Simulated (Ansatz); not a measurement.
# Pb (sc type): a single-point run

Aim: a sound single-point run of Pb (sc type).

Computed with Ansatz 0.2.0 (DFT, PBEsol, all-electron LAPW, scalar-relativistic, unless a step's input says otherwise).

1 further run of the same task is left out (it didn't finish). Runs told in other sessions of the task aren't counted.

## Step 1: The starting structure

The structure is cubic, space group Pm-3m (No. 221). The conventional cell has a = 3.048 Å, b = 3.048 Å, c = 3.048 Å, α = 90.00°, β = 90.00°, γ = 90.00°. Pb (site symmetry m-3m) has 6 Pb at 3.05 Å in its first shell of neighbours.

Structure file:

```
CELL_PARAMETERS angstrom
3.04834 0.00000 0.00000
0.00000 3.04834 0.00000
0.00000 0.00000 3.04834
ATOMIC_POSITIONS crystal
Pb 0.00000 0.00000 0.00000
```

## Step 2: Input and run

The input, input.yaml:

```yaml
crystal:
  lattice:
    - [3.0483390761, 0.0, 0.0]
    - [0.0, 3.0483390761, 0.0]
    - [0.0, 0.0, 3.0483390761]
  atoms:
    - { symbol: Pb, position: [0.0, 0.0, 0.0] }
kpoints:
  mp_grid: { grid: [13, 13, 13] }
scf:
  occupations: { method: fixed }
  max_iter: 80
hamiltonian:
  xc: pbesol
  pseudopotentials: { kind: all_electron, lapw: { basis_error: 0.001 } }
output:
  forces: true
  stress: true
  eigenvalues: true
  populations: true
```

Launch:

```sh
$ ansatz run input.yaml --threads 1 --pin off --max-ram 2048MiB --backend cpu --events-out ev --progress --plain --runs-dir out
```

Q: Will this input give a usable result? If not, why, and what should change?

The run converged and reported no error, with warnings (band overlap at count, metallic iterate, unresolved pair at count). Its log warns: «a fill by count may have filled part of one level: at k-index 0 the highest filled band, 22.168301 eV, and the lowest empty band, 22.168301 eV, stand 4.878e-12 eV apart ...»

Look at the input: scf.occupations.method is fixed; scf.occupations.width is missing. The risk: fixed occupations where they can't hold. It still converged here, which does not make the setting sound.

Run again and compare: set scf.occupations.method to fermi_dirac and scf.occupations.width to 0.05.
